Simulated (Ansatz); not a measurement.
Relaxation of a periodic cell of 63 atoms, Zr32CN30 (host ZrN, host structure Fm-3m, dopant C, one N atom removed), cell charge +2, to a largest force component of 0.03 eV/Å in at most 60 steps.

The calculation used Ansatz 0.2.0, DFT PBE, scalar-relativistic, plane waves, PAW. Settings: PAW set soft_1, cutoff 420 eV, k mesh 1x1x1, fermi-dirac smearing 0.02 eV, no spin polarisation.

```xyz
63
Lattice="9.2200 0.0000 0.0000 0.0000 9.2200 0.0000 0.0000 0.0000 9.2200" Properties=species:S:1:pos:R:3
Zr 4.610 0.000 0.000
N 6.915 2.305 2.305
Zr 6.915 2.305 0.000
N 0.000 4.610 2.305
Zr 6.915 0.000 2.305
N 0.000 2.305 4.610
Zr 0.000 0.000 0.000
N 2.305 2.305 2.305
Zr 2.305 2.305 0.000
N 4.610 4.610 2.305
Zr 4.610 4.610 0.000
N 6.915 6.915 2.305
Zr 6.915 6.915 0.000
N 0.000 0.000 2.305
Zr 2.305 0.000 2.305
N 4.610 2.305 4.610
Zr 4.610 2.305 2.305
N 6.915 4.610 4.610
Zr 6.915 4.610 2.305
N 0.000 6.915 4.610
Zr 4.610 0.000 4.610
N 6.915 2.305 6.915
Zr 6.915 2.305 4.610
N 0.000 4.610 6.915
Zr 6.915 0.000 6.915
N 0.000 2.305 0.000
Zr 0.000 4.610 0.000
C 4.610 6.915 4.610
Zr 2.305 6.915 0.000
N 4.610 0.000 2.305
Zr 0.000 2.305 2.305
N 2.305 4.610 4.610
Zr 2.305 4.610 2.305
Zr 4.610 6.915 2.305
N 6.915 0.000 4.610
Zr 0.000 0.000 4.610
N 2.305 2.305 6.915
Zr 2.305 2.305 4.610
N 4.610 4.610 6.915
Zr 4.610 4.610 4.610
N 6.915 6.915 6.915
Zr 6.915 6.915 4.610
N 0.000 0.000 6.915
Zr 2.305 0.000 6.915
N 4.610 2.305 0.000
Zr 4.610 2.305 6.915
N 6.915 4.610 0.000
Zr 6.915 4.610 6.915
N 0.000 6.915 0.000
Zr 0.000 6.915 2.305
N 2.305 0.000 4.610
Zr 0.000 4.610 4.610
N 2.305 6.915 6.915
Zr 2.305 6.915 4.610
N 4.610 0.000 6.915
Zr 0.000 2.305 6.915
N 2.305 4.610 0.000
Zr 2.305 4.610 6.915
N 4.610 6.915 0.000
Zr 4.610 6.915 6.915
N 6.915 0.000 0.000
Zr 0.000 6.915 6.915
N 2.305 0.000 0.000
```

Q: Where does it end, and by what steps?

A: The run converged. Limits of this set-up: coarse k mesh, no spin, though dangling bonds at a vacancy may carry it, a typed lattice constant that wasn't relaxed here, charged cell in a uniform background, uncorrected. After 5 steps the energy has fallen by 0.758 eV; Zr7 moved furthest, 0.08 Å.

| step | energy less start (eV) | largest force component (eV/Å) | accepted |
| --- | --- | --- | --- |
| 0 | 0.0000 | 1.335 | yes |
| 1 | -0.1788 | 2.247 | yes |
| 2 | -0.7305 | 0.186 | yes |
| 3 | -0.7320 | 0.190 | yes |
| 4 | -0.7551 | 0.053 | yes |
| 5 | -0.7581 | 0.010 | yes |

```xyz
63
Lattice="9.2200 0.0000 0.0000 0.0000 9.2200 0.0000 0.0000 0.0000 9.2200" Properties=species:S:1:pos:R:3
Zr 4.571 -0.047 0.040
N 6.918 2.305 2.302
Zr 6.912 2.305 0.009
N -0.037 4.575 2.310
Zr 6.905 -0.015 2.306
N 0.008 2.305 4.605
Zr 0.046 -0.051 0.046
N 2.301 2.305 2.301
Zr 2.306 2.305 0.014
N 4.635 4.573 2.302
Zr 4.571 4.657 0.040
N 6.939 6.915 2.294
Zr 6.902 6.915 0.019
N -0.037 0.035 2.310
Zr 2.305 -0.051 2.305
N 4.607 2.305 4.607
Zr 4.600 2.305 2.307
N 6.925 4.609 4.602
Zr 6.905 4.625 2.306
N -0.042 6.915 4.639
Zr 4.578 -0.045 4.578
N 6.916 2.305 6.916
Zr 6.911 2.305 4.604
N 0.007 4.615 6.916
Zr 6.911 -0.015 6.911
N 0.007 2.305 0.007
Zr 0.046 4.661 0.046
C 4.619 6.915 4.619
Zr 2.308 6.915 0.071
N 4.635 0.037 2.302
Zr 0.014 2.305 2.306
N 2.302 4.573 4.635
Zr 2.305 4.661 2.305
Zr 4.582 6.915 2.308
N 6.925 0.001 4.602
Zr 0.040 -0.047 4.571
N 2.302 2.305 6.918
Zr 2.307 2.305 4.600
N 4.602 4.609 6.925
Zr 4.578 4.655 4.578
N 6.928 6.915 6.928
Zr 6.881 6.915 4.599
N 0.007 -0.005 6.916
Zr 2.306 -0.015 6.905
N 4.605 2.305 0.008
Zr 4.604 2.305 6.911
N 6.916 4.615 0.007
Zr 6.911 4.625 6.911
N -0.044 6.915 -0.044
Zr 0.071 6.915 2.308
N 2.302 0.037 4.635
Zr 0.040 4.657 4.571
N 2.294 6.915 6.939
Zr 2.308 6.915 4.582
N 4.602 0.001 6.925
Zr 0.009 2.305 6.912
N 2.310 4.575 -0.037
Zr 2.306 4.625 6.905
N 4.639 6.915 -0.042
Zr 4.599 6.915 6.881
N 6.916 -0.005 0.007
Zr 0.019 6.915 6.902
N 2.310 0.035 -0.037
```

Whether the end is a true minimum wasn't checked by a vibrational analysis.

Run time: 29 s on 4 threads of Arm Neoverse V1, on a shared host, peak memory 1 GiB.
